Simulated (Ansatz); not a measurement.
## HfN, space group P6_3/mmc: a point defect in a supercell

Computed with the Python package of Ansatz (0.2.0).

The script, `hfn_defect.py`:
```python
import warnings

import ansatz as az
import numpy as np


def main() -> None:
    warnings.simplefilter("ignore", az.DeckWarning)

    lattice = az.Lattice.of(
        (3.133908, 0.0, 0.0),
        (-1.566954, 2.714044, 0.0),
        (0.0, 0.0, 5.416768),
    )
    sites = [
        ("Hf", (2 / 3, 1 / 3, 0.75)),
        ("Hf", (1 / 3, 2 / 3, 0.25)),
        ("N", (0.0, 0.0, 0.0)),
        ("N", (0.0, 0.0, 0.5)),
    ]
    structure = az.Crystal(lattice=lattice)
    for symbol, position in sites:
        structure = structure.atom(symbol, position)
    host = structure.supercell(2, 2, 1)
    defective = host.substitution("P", at=(0.0, 0.0, 0.5), replaces="N")

    def prepare(structure):
        return (
            structure.calculation()
            .functional("pbesol")
            .scf(max_iterations=200, extra_bands=16)
            .occupations("fermi_dirac")
            .basis(39 * az.Ry)
            .kpoints(2, 2, 2)
            .band_table()
        )


    perfect = prepare(host).run(threads=1, pin="off").report
    setup = (
        prepare(defective)
        .relax(force_tolerance=0.05, max_steps=40)
    )
    result = setup.run(threads=1, pin="off")
    r = result.report

    n_host, n_defect = len(perfect["lattice"]["sites"]), len(r["lattice"]["sites"])
    print(f"perfect cell: {n_host} atoms, F = {perfect['free_energy_ev']:.4f} eV")
    print(f"defect cell:  {n_defect} atoms, F = {r['free_energy_ev']:.4f} eV")
    print(f"difference {r['free_energy_ev'] - perfect['free_energy_ev']:.4f} eV (no chemical potentials)")

    pull = np.linalg.norm(r["forces_ev_ang"], axis=1)
    for atom in np.argsort(-pull)[:5]:
        print(f"force on {result.lattice.sites[atom].symbol}{atom}: {pull[atom]:.3f} eV/A")

    for label, run in (("perfect", perfect), ("defect", r)):
        levels, filled = np.array(run["eigenvalues_ev"][0]), np.array(run["occupations"][0])
        top = int(np.argmin(np.abs(levels - run["fermi_energy_ev"])))
        window = slice(max(top - 3, 0), top + 4)
        print(label, "levels near E_F at the first k-point:", ", ".join(f"{e - run['fermi_energy_ev']:.2f} ({f:.2f})" for e, f in zip(levels[window], filled[window])))


if __name__ == "__main__":
    main()
```

```console
$ python hfn_defect.py
perfect cell: 16 atoms, F = -127840.6432 eV
defect cell:  16 atoms, F = -128198.4728 eV
difference -357.8296 eV (no chemical potentials)
force on Hf4: 0.024 eV/A
force on Hf9: 0.024 eV/A
force on Hf0: 0.007 eV/A
force on Hf8: 0.007 eV/A
force on Hf13: 0.007 eV/A
perfect levels near E_F at the first k-point: -2.20 (2.00), -2.20 (2.00), -1.48 (2.00), -0.48 (1.98), 0.86 (0.00), 0.86 (0.00), 1.27 (0.00)
defect levels near E_F at the first k-point: -2.21 (2.00), -2.01 (2.00), -0.64 (2.00), -0.30 (1.90), 0.59 (0.01), 0.59 (0.01), 1.41 (0.00)
```

Caveats:
- The settings weren't tested for convergence.
- The run is spin-unpolarised.
- The computed bands are complete only to about 3.8 eV above the Fermi level.
- The relaxation stopped at 0.024 eV/Å, so the energy gained is a lower bound and displacements are uncertain.
- The difference holds no chemical potentials.
- Each cell's levels count from its own Fermi level and aren't aligned; one k-point can hide that the defect cell is metallic.
- The structure comes from a database of computed cells and needn't be a stable or known phase.
- Levels are Kohn-Sham eigenvalues on this mesh, without spin-orbit coupling.
- The supercell is small, so the defect meets its images and the energies aren't those of an isolated defect; a partly filled defect level may also lower its energy by spin or distortion. For a charged cell the difference holds no correction, alignment or term for the electrons' reservoir.
- It ran for 86 s on 1 thread of Arm Neoverse V1, with other jobs on the host, peak memory 0.72 GiB.
